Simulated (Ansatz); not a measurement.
# CdSe: the cost of one run

Program: Ansatz 0.2.0. Level of theory: DFT PBE, scalar-relativistic, plane waves, PAW, and further levels as typed in the inputs. These are calculated values, not measurements.

### Step 1. Starting point

Symmetry: P6_3mc, No. 186, hexagonal system. Conventional cell: a = 4.299 Å, b = 4.299 Å, c = 7.010 Å, α = 90.00°, β = 90.00°, γ = 120.00°. Cd (site symmetry 3m) is surrounded by 4 Se at 2.63 to 2.64 Å. Se (site symmetry 3m) is surrounded by 4 Cd at 2.63 to 2.64 Å.

As a file:

```
Cd Se
1.0
     4.29900    0.00000    0.00000
    -2.14950    3.72304    0.00000
     0.00000    0.00000    7.01000
Cd Se
2 2
Direct
  0.33333 0.66667 0.00000
  0.66667 0.33333 0.50000
  0.33333 0.66667 0.37600
  0.66667 0.33333 0.87600
```

### Step 2. Relaxing the atoms: CdSe, no spin

The input, input.yaml:

```yaml
crystal:
  lattice:
    - [4.299, 0.0, 0.0]
    - [-2.1495, 3.72304321, 0.0]
    - [0.0, 0.0, 7.01]
  atoms:
    - { symbol: Cd, position: [0.3333333333, 0.6666666667, 0.0] }
    - { symbol: Cd, position: [0.6666666667, 0.3333333333, 0.5] }
    - { symbol: Se, position: [0.3333333333, 0.6666666667, 0.376] }
    - { symbol: Se, position: [0.6666666667, 0.3333333333, 0.876] }
scf:
  occupations: { method: gaussian, width: 0.05 }
output:
  forces: true
  stress: true
hamiltonian:
  xc: pbe
kpoints:
  mp_grid: { grid: [8, 8, 5] }
relax:
  f_tol: 0.003
```

Command:

```
$ ansatz run input.yaml --threads 4 --pin off --max-ram 10240MiB --backend cpu --events-out ev --progress --plain --runs-dir out
```

Q: Estimate wall time and peak memory on 4 threads of Intel Xeon Platinum 8488C (Sapphire Rapids), shared host.

About 3.6 s, with a peak of 0.5 GiB.
